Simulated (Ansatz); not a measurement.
Which YAML input does this script hand to the engine? (Ansatz 0.2.0, Python API)

`opt.py`
```python
# -*- coding: utf-8 -*-
import ansatz
import numpy as np

h5nosite = (
    ansatz.Crystal.molecule()
    .atom("N", [-0.6066, 1.3571, 0.2174])
    .atom("Si", [0.1035, -0.2003, 0.4505])
    .atom("O", [-0.9622, -1.1844, 1.3825])
    .atom("Te", [0.5749, -1.2644, -1.7581])
    .atom("H", [-1.5262, 1.2311, -0.3614])
    .atom("H", [-0.012, 1.9662, -0.4091])
    .atom("H", [1.4179, -0.0225, 1.1513])
    .atom("H", [-0.3912, -2.0161, 1.504])
    .atom("H", [1.4904, 0.0869, -2.1943])
)

job = h5nosite.calculation()
job = job.basis(gaussian="def2-SVP").functional("b3lyp")
job = job.scf(lower_state_search="light")
symbols = [site.symbol for site in h5nosite.cartesian_sites]
start = np.array([site.position_ang for site in h5nosite.cartesian_sites], dtype=float)
data = job.relax(force_tolerance=0.02).run(threads=1).report
end = np.array(data["positions_ang"])

print("reference energy %16.6f eV" % data["reference_energy_ev"])
print("total energy     %16.6f eV" % data["free_energy_ev"])
print("occupied orbitals outside the frozen core (up, down):", data["n_occupied"], " frozen:", data["n_frozen"], " virtual:", data["n_virtual"])

print("final positions (A) and the move of each atom")
for symbol, xyz, old in zip(symbols, end, start):
    print(f"{symbol:2s} {xyz[0]:10.5f} {xyz[1]:10.5f} {xyz[2]:10.5f}   {np.linalg.norm(xyz - old):7.4f}")

charges = data["charge_distribution"]
dipole = np.array(charges["dipole_moment_e_ang"]) * 4.803205
print("dipole (D): {:.3f} {:.3f} {:.3f}, length {:.3f}".format(*dipole, np.linalg.norm(dipole)))
print("atom  Mulliken   Lowdin")
for symbol, m, l in zip(symbols, charges["mulliken_charges_e"], charges["lowdin_charges_e"]):
    print(f"{symbol:4s} {m:9.3f} {l:8.3f}")
```

```console
$ python opt.py
reference energy    -18789.259379 eV
total energy        -18789.259379 eV
occupied orbitals outside the frozen core (up, down): [29, 29]  frozen: 0  virtual: [68, 68]
final positions (A) and the move of each atom
N    -0.78269    1.37708    0.27785    0.1872
Si    0.13780   -0.06774    0.31431    0.1931
O    -0.70312   -1.11605    1.29686    0.2813
Te    0.48675   -1.37903   -1.87184    0.1840
H    -1.76213    1.37191    0.00814    0.4605
H    -0.33298    2.25385    0.03380    0.6180
H     1.50193    0.31075    0.77235    0.5116
H    -0.48276   -2.04999    1.19063    0.3282
H     2.02570   -0.74720   -2.03930    1.0031
dipole (D): -0.145 0.915 -0.051, length 0.928
atom  Mulliken   Lowdin
N       -0.333    0.031
Si       0.616    0.093
O       -0.384    0.044
Te      -0.231   -0.028
H        0.129    0.011
H        0.129    0.012
H       -0.113   -0.099
H        0.192   -0.020
H       -0.005   -0.044
```

`input.yaml`:
```yaml
crystal:
  periodic: [false, false, false]
  atoms:
    - { symbol: "N", position_ang: [-0.6066, 1.3571, 0.2174] }
    - { symbol: Si, position_ang: [0.1035, -0.2003, 0.4505] }
    - { symbol: O, position_ang: [-0.9622, -1.1844, 1.3825] }
    - { symbol: Te, position_ang: [0.5749, -1.2644, -1.7581] }
    - { symbol: H, position_ang: [-1.5262, 1.2311, -0.3614] }
    - { symbol: H, position_ang: [-0.012, 1.9662, -0.4091] }
    - { symbol: H, position_ang: [1.4179, -0.0225, 1.1513] }
    - { symbol: H, position_ang: [-0.3912, -2.0161, 1.504] }
    - { symbol: H, position_ang: [1.4904, 0.0869, -2.1943] }
basis:
  gaussian:
    orbitals: def2-SVP
hamiltonian:
  xc: b3lyp
scf:
  lower_state_search: light
relax:
  f_tol: 0.02
```

These settings explore the input space; basis and method may be short of convergence. The end point is the stationary point reached from this start; no frequency run checks that it is a minimum, and the basis set is modest. def2 sets replace the cores of elements past krypton by effective core potentials. The Löwdin charges here are taken after orthogonalising the functions within each atom; they differ from plain Löwdin charges, and their signs can be unphysical. b3lyp holds the VWN-RPA fit, as in Gaussian; the form of ORCA and Turbomole is b3lyp5. Run time: 3.1 min on 1 thread of Arm Neoverse V1, with other jobs on the host, peak memory 0.29 GiB.
